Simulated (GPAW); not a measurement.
Crystal: MoI.

```xyz
2
Lattice="0.0000 3.1789 3.1789 3.1789 0.0000 3.1789 3.1789 3.1789 0.0000" Properties=species:S:1:pos:R:3 pbc="T T T"
Mo    0.0000    0.0000    0.0000
I     4.7683    4.7683    4.7683
```

The cell was built by a generator and needn't be a form met in nature.

```yaml
Program: GPAW 26.7.0
Task: relaxation of cell and atoms
Functional: PBE
Potentials_or_basis: GPAW PAW data sets (gpaw-data 1.2.1)
Cutoff: 600 eV
Basis: pw
k_mesh: 7 × 7 × 7
Occupations: fermi-dirac, width 0.05 eV
Spin: no spin polarisation
Hubbard_terms: Mo d U = 5 eV
```

At the start: pressure 3.1 GPa; volume 32.12 Å³/atom.

Problem. Where does the relaxation end?

Solution. Over 4 steps the energy falls by 19.9 meV/atom and the volume is 34.39 Å³/atom (+7.1 %); space group F-43m (No. 216, to 0.05 Å).

Step by step:
| step | energy change (eV) | largest force (eV/Å) | pressure (GPa) | volume (Å³) |
| --- | --- | --- | --- | --- |
| 1 | 0.0000 | 0.0000 | 3.11 | 64.25 |
| 2 | -0.0148 | 0.0000 | 2.40 | 65.11 |
| 3 | -0.0395 | 0.0000 | 0.28 | 68.32 |
| 4 | -0.0397 | 0.0000 | 0.05 | 68.78 |

Final structure:
```yaml
crystal:
  lattice:
    - [0.00000, 3.25188, 3.25188]
    - [3.25188, 0.00000, 3.25188]
    - [3.25188, 3.25188, 0.00000]
  atoms:
    - { symbol: Mo, position: [0.00000, 0.00000, 0.00000] }
    - { symbol: I, position: [0.75000, 0.75000, 0.75000] }
```

Caveat: later steps reuse the first step's grids; an odd number of electrons without spin polarisation forces a metal; a magnetic or distorted state may lie lower; U without spin polarisation on a metal has little footing.
